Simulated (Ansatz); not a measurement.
**C₂H₇GaGe: how energies converge with the basis set**

An exercise on one series of results from a longer session: the logs are not shown, and one member is left open.

Method: one geometry, several basis sets; program: Ansatz 0.2.0, Gaussian basis.

Plan: PBE0-D4/def2-SVP; ωB97M-V/def2-SVP; PBE0-D4/def2-QZVPP; ωB97M-V/def2-QZVPP; the functionals' def2-TZVPP values are taken from earlier runs.

### The relaxed structure

An earlier PBE0-D4 in a triple-zeta def2 set relaxation fixed the geometry.

SMILES `C=[CH][GaH][GeH3]`, 11 atoms, charge 0, spin multiplicity 1.

Atoms are counted from 1 here; the program's logs count them from 0.

Bond lengths: C1–C2 1.334 Å, C1–H5 1.088 Å, C1–H6 1.088 Å, C2–Ga3 1.953 Å, C2–H7 1.089 Å, Ga3–Ge4 2.446 Å, Ga3–H8 1.573 Å, Ge4–H9 1.542 Å, Ge4–H10 1.542 Å, Ge4–H11 1.542 Å. Angles: C2–C1–H5 121.9°, C2–C1–H6 122.5°, H5–C1–H6 115.6°, C1–C2–Ga3 121.3°, C1–C2–H7 117.7°, Ga3–C2–H7 121.0°, C2–Ga3–Ge4 118.9°, C2–Ga3–H8 120.7°, Ge4–Ga3–H8 120.4°, Ga3–Ge4–H9 111.1°, Ga3–Ge4–H10 111.1°, Ga3–Ge4–H11 113.9°, H9–Ge4–H10 106.6°, H9–Ge4–H11 106.9°, H10–Ge4–H11 106.9°.

Set-up of the first run:

in.yaml reads:

```yaml
crystal:
  periodic: [false, false, false]
  atoms:
    - {symbol: C, position_ang: [-0.339022, 1.955357, 0.504640]}
    - {symbol: C, position_ang: [-0.148669, 1.007694, 1.423571]}
    - {symbol: Ga, position_ang: [0.175309, -0.848728, 0.912331]}
    - {symbol: Ge, position_ang: [0.221641, -1.430377, -1.463332]}
    - {symbol: H, position_ang: [-0.321989, 1.734666, -0.560303]}
    - {symbol: H, position_ang: [-0.519824, 2.996196, 0.766522]}
    - {symbol: H, position_ang: [-0.179052, 1.304204, 2.470921]}
    - {symbol: H, position_ang: [0.403406, -1.955969, 2.006437]}
    - {symbol: H, position_ang: [1.579604, -2.044227, -1.858618]}
    - {symbol: H, position_ang: [-0.852100, -2.485399, -1.797388]}
    - {symbol: H, position_ang: [-0.019313, -0.233427, -2.404781]}
basis:
  gaussian: {orbitals: def2-SVP}
hamiltonian: {xc: pbe0, dispersion: d4}
output: {orbitals: {seedname: orbitals}}
```

On the command line:

```sh
$ ansatz run in.yaml --threads 4 --pin off --events-out ev --progress --plain --max-ram 10444MiB
```

Steps of the session up to this table: PBE0-D4 in def2-SVP; ωB97M-V in def2-SVP; PBE0-D4 in def2-QZVPP; ωB97M-V in def2-QZVPP.

One of the session's tables, all rows but one given; the rest of the session is left out.

It belongs to the step «Density functionals: the series». 

| functional | basis | HOMO (eV) | LUMO (eV) |
| --- | --- | --- | --- |
| PBE0-D4 | def2-SVP | -7.38 | -1.95 |
| PBE0-D4 | def2-TZVPP | ? | ? |
| PBE0-D4 | def2-QZVPP | -7.41 | -2.01 |
| ωB97M-V | def2-SVP | -9.39 | -0.16 |
| ωB97M-V | def2-TZVPP | -9.44 | -0.23 |
| ωB97M-V | def2-QZVPP | -9.44 | -0.30 |

Estimate the missing values for PBE0-D4, def2-TZVPP.

The run gave: HOMO (eV): -7.40; LUMO (eV): -1.99. In the column «HOMO (eV)» it lies between PBE0-D4, def2-QZVPP (-7.41) and PBE0-D4, def2-SVP (-7.38).
